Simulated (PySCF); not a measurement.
# [Hf(NH2)2]2+: other functionals and bases at one geometry

An exercise on one series of results from a longer session: the logs are not shown, and one member is left open.

Program: PySCF 2.14.0. Level of theory: several levels, as the steps say, no spin–orbit coupling. These are calculated values, not measurements.

1 further run of the same task is left out (for a known fault of the program).

### Starting geometry

7 atoms, charge 2, spin multiplicity 1.

Bond lengths: Hf1–N2 1.913 Å, Hf1–N5 1.913 Å, N2–H3 1.035 Å, N2–H4 1.032 Å, N5–H6 1.032 Å, N5–H7 1.035 Å. Angles: N2–Hf1–N5 100.4°, Hf1–N2–H3 125.9°, Hf1–N2–H4 127.2°, H3–N2–H4 106.9°, Hf1–N5–H6 127.2°, Hf1–N5–H7 125.9°, H6–N5–H7 106.9°.

Geometry (Å):

```
Hf    0.0000   -0.7990    0.0595
N     1.4700   -0.0350    1.0156
H     2.4725   -0.1919    0.8135
H     1.4233    0.6084    1.8217
N    -1.4700   -0.0350    1.0156
H    -1.4233    0.6084    1.8217
H    -2.4725   -0.1919    0.8135
```

Formal oxidation states: Hf +4. An earlier session relaxed this geometry at PBE0, Hf def2-SVP with ECP60, N def2-SVP, H def2-SVP (singlet, point group C2v).

At PBE0 on the finer grid: E = -159.023949 Eh, HOMO -19.32 eV, LUMO -13.96 eV, Mulliken charge on Hf1 +1.61 e, largest force component 0.017 eV/Å. 

Levels to run: M06-L; r2SCAN; PBE0, TZVP. Hardware: 2 threads of Arm Neoverse V2, shared host.

Set-up of the first run:

The input, run.py (the lines that set the calculation):

```python
mol = gto.M(atom='''
Hf     0.00000    -0.79904     0.05946
N      1.46997    -0.03498     1.01561
H      2.47252    -0.19187     0.81345
H      1.42333     0.60837     1.82169
N     -1.46997    -0.03498     1.01561
H     -1.42333     0.60837     1.82169
H     -2.47252    -0.19187     0.81345''',
    basis={'Hf': 'def2-SVP', 'N': 'def2-SVP', 'H': 'def2-SVP'},
    ecp={'Hf': 'def2-SVP'},
    charge=2, spin=0)
mf = dft.RKS(mol, xc='M06L')
mf.grids.atom_grid = (75, 302)
mf = mf.density_fit()  # fitting sets: Hf def2-universal-JKFIT, N def2-universal-JKFIT, H def2-universal-JKFIT
mf.conv_tol = 1e-08; mf.max_cycle = 55
mf.kernel(dm0)  # dm0: the density of the relaxed state
```

Started as:

```bash
$ OMP_NUM_THREADS=2 python run.py
```

Among the steps run: M06-L; r2SCAN; PBE0, TZVP.

One of the session's tables, all rows but one given; the rest of the session is left out.

| level | HOMO (eV) | gap (eV) | charge on Hf1 (e) | dipole (D) | largest force component (eV/Å) |
| --- | --- | --- | --- | --- | --- |
| PBE0 (relaxed here) | -19.32 | 5.37 | 1.61 | 0.16 | 0.02 |
| M06-L | -18.16 | 4.16 | 1.70 | 0.07 | 0.33 |
| r2SCAN | -18.27 | 3.89 | 1.60 | 0.28 | 0.29 |
| PBE0, TZVP | ? | ? | ? | ? | ? |

**Question.** Estimate the row for PBE0, TZVP.

**Answer.** HOMO (eV): -19.30; gap (eV): 5.36; charge on Hf1 (e): 1.84; dipole (D): 0.03; largest force component (eV/Å): 0.30. In the column «HOMO (eV)» it lies between PBE0 (relaxed here) (-19.32) and r2SCAN (-18.27).

The dipole of a charged species depends on the origin, so these sizes hold for this origin alone.

In one basis the HOMO–LUMO gap runs from 3.89 eV (r2SCAN) to 5.37 eV (PBE0). The largest leftover force, 0.33 eV/Å with M06-L, stands at a geometry relaxed at another level. Total energies of different levels can't be compared.
